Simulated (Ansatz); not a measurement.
# CH4AlCl2N: basis-set convergence

The task here is to estimate one member of a computed series from the others.

Computed with Ansatz 0.2.0, Gaussian basis. Level: one geometry, several basis sets.

The runs, in order: PBE0-D4/def2-SVP; ωB97M-V/def2-SVP; PBE0-D4/def2-QZVPP; ωB97M-V/def2-QZVPP; the functionals' def2-TZVPP values are taken from earlier runs.

### The relaxed structure

The geometry comes from an earlier relaxation with PBE0-D4 in a triple-zeta def2 set; it is a stationary point, not always the lowest conformer.

SMILES `C[NH][Al]([Cl])[Cl]`, 9 atoms, charge 0, spin multiplicity 1.

Atoms are counted from 1 here; the program's logs count them from 0.

Bond lengths: C1–N2 1.449 Å, C1–H6 1.092 Å, C1–H7 1.095 Å, C1–H8 1.095 Å, N2–Al3 1.748 Å, N2–H9 1.009 Å, Al3–Cl4 2.084 Å, Al3–Cl5 2.083 Å. Angles: N2–C1–H6 109.9°, N2–C1–H7 112.0°, N2–C1–H8 112.0°, H6–C1–H7 107.4°, H6–C1–H8 107.4°, H7–C1–H8 108.0°, C1–N2–Al3 128.6°, C1–N2–H9 112.6°, Al3–N2–H9 118.8°, N2–Al3–Cl4 120.0°, N2–Al3–Cl5 119.8°, Cl4–Al3–Cl5 120.2°.

Coordinates:

```mol
CH4AlCl2N
  3D, bonds by distance, orders not assigned

  9  8  0  0  0  0  0  0  0  0999 V2000
   -0.5512   -0.6013    1.0539 C   0  0
    0.3160    0.3306    0.3611 N   0  0
    0.5322    0.5459   -1.3605 Al  0  0
   -0.5442   -0.6309   -2.7016 Cl  0  0
    1.8678    1.9806   -2.0657 Cl  0  0
   -1.0992   -1.2077    0.3303 H   0  0
   -1.2914   -0.0877    1.6771 H   0  0
    0.0129   -1.2876    1.6949 H   0  0
    0.8456    0.9117    0.9935 H   0  0
  1  2  8  0
  2  3  8  0
  3  4  8  0
  3  5  8  0
  1  6  8  0
  1  7  8  0
  1  8  8  0
  2  9  8  0
M  END
```

The first run:

in.yaml

```yaml
crystal:
  periodic: [false, false, false]
  atoms:
    - {symbol: C, position_ang: [-0.551199, -0.601323, 1.053946]}
    - {symbol: N, position_ang: [0.315977, 0.330627, 0.361106]}
    - {symbol: Al, position_ang: [0.532208, 0.545909, -1.360516]}
    - {symbol: Cl, position_ang: [-0.544187, -0.630925, -2.701582]}
    - {symbol: Cl, position_ang: [1.867763, 1.980649, -2.065746]}
    - {symbol: H, position_ang: [-1.099168, -1.207674, 0.330256]}
    - {symbol: H, position_ang: [-1.291390, -0.087738, 1.677117]}
    - {symbol: H, position_ang: [0.012852, -1.287637, 1.694859]}
    - {symbol: H, position_ang: [0.845645, 0.911714, 0.993459]}
basis:
  gaussian: {orbitals: def2-SVP}
hamiltonian: {xc: pbe0, dispersion: d4}
output: {orbitals: {seedname: orbitals}}
```

Launch:

```bash
ansatz run in.yaml --threads 4 --pin off --events-out ev --progress --plain --max-ram 10444MiB
```

Steps of the session up to this table: PBE0-D4 in def2-SVP; ωB97M-V in def2-SVP; PBE0-D4 in def2-QZVPP; ωB97M-V in def2-QZVPP.

One table of the session follows, with a row left open; its other results are not shown here.

It belongs to the step «Density functionals: the series». 

```
functional       basis  HOMO (eV)
   PBE0-D4    def2-SVP      -7.15
   PBE0-D4  def2-TZVPP      -7.28
   PBE0-D4  def2-QZVPP          ?
   ωB97M-V    def2-SVP      -9.45
   ωB97M-V  def2-TZVPP      -9.61
   ωB97M-V  def2-QZVPP      -9.65
```

**Question.** Estimate the row for PBE0-D4, def2-QZVPP.

As computed: HOMO (eV): -7.32. In the column «HOMO (eV)» it lies between ωB97M-V, def2-SVP (-9.45) and PBE0-D4, def2-TZVPP (-7.28).
